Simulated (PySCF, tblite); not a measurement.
# C₃H₁₀BBrSi: geometry, infrared bands and NMR shifts

What infrared bands and NMR shifts should C₃H₁₀BBrSi (`CC(C)B[SiH2]Br`) show?

The runs use tblite 0.8.0 and PySCF 2.14.0, with density-fitted response routines of our own; the level of theory stands in each step. All values are computed, except where a source is named. Atoms count from 0, in the outputs and in this text.

## Step 1: The starting structure

16 atoms, charge 0, multiplicity 1; geometry from: force field or distance geometry start.

Bonds of the start (Å): C0–C1 1.50, C1–C2 1.51, C1–B3 1.60, B3–Si4 1.94, Si4–Br5 2.24, C0–H6 1.12, C0–H7 1.12, C0–H8 1.10, C1–H9 1.10, C2–H10 1.12, C2–H11 1.11, C2–H12 1.09, B3–H13 1.20, Si4–H14 1.48, Si4–H15 1.47.

## Step 2: Relaxing the molecule with GFN2-xTB

What the job is given:

```
{"job": {"kind": "relax", "xc": "GFN2-xTB", "basis": "xTB"}, "charge": 0, "multiplicity": 1}
C     -0.739900     1.467700     0.206800
C     -0.541700     0.059100    -0.257800
C     -1.810300    -0.757700    -0.218000
B      0.560500    -0.707300     0.606400
Si     2.408600    -0.419900     0.076900
Br     2.972200     1.750500     0.105000
H     -1.438100     1.559900     1.072100
H     -1.232800     2.011700    -0.639400
H      0.208700     1.999400     0.395400
H     -0.156200     0.056500    -1.291700
H     -2.183400    -0.832000    -1.270800
H     -2.577400    -0.349700     0.476800
H     -1.533000    -1.759200     0.124800
H      0.293200    -1.841600     0.890500
H      2.518500    -1.007300    -1.275800
H      3.243500    -1.221200     0.987400
```

Launch:

```sh
OMP_NUM_THREADS=1 python probes_run.py task.json out
```

The driver reads the jobs from task.json and runs them one after another.

**Question.** This job is followed by: GFN2-xTB harmonic vibrations, gas phase; GIAO PBE0/pcSseg-1 NMR shielding, non-relativistic, gas phase. Predict these results of the whole session: strongest single infrared mode (GFN2-xTB); zero-point energy (GFN2-xTB); ¹³C shifts against TMS (PBE0/pcSseg-1, means over atoms taken as alike); ¹H shifts against TMS (PBE0/pcSseg-1, means over atoms taken as alike); ¹¹B shifts against BF3·OEt2 (PBE0/pcSseg-1); ²⁹Si shifts against TMS (PBE0/pcSseg-1); ⁷⁹Br shifts against HBr (PBE0/pcSseg-1).

As calculated:

| quantity | value |
| --- | --- |
| strongest single infrared mode (GFN2-xTB) | 2232 cm⁻¹, 349 km/mol |
| zero-point energy (GFN2-xTB) | 76.9 kcal/mol |
| ¹³C shifts against TMS (PBE0/pcSseg-1, means over atoms taken as alike) | 38.3, 21.1 ppm |
| ¹H shifts against TMS (PBE0/pcSseg-1, means over atoms taken as alike) | 9.40, 5.33, 2.70, 1.18 ppm |
| ¹¹B shifts against BF3·OEt2 (PBE0/pcSseg-1) | 105.9 ppm |
| ²⁹Si shifts against TMS (PBE0/pcSseg-1) | -51.1 ppm |
| ⁷⁹Br shifts against HBr (PBE0/pcSseg-1) | -294 ppm |

In words: Relaxing lowered the energy by 0.871 eV in 118 steps; the close pair that moved most is C0–C1, from 1.496 to 1.546 Å. The lowest mode is slightly imaginary (18i cm⁻¹), a soft motion within the noise of the Hessian, so the minimum is not strictly shown. The strongest single mode, at 2232 cm⁻¹, moves mainly H14. Unscaled tight-binding wavenumbers are off by several per cent, some by more. Its intensities can rank the bands wrongly. At PBE0/pcSseg-1: Shielding is most anisotropic at Br5 (span 290 ppm, paramagnetic term -209 ppm). Spin-orbit coupling is left out, which matters for shieldings and couplings at and beside the heavy atoms.
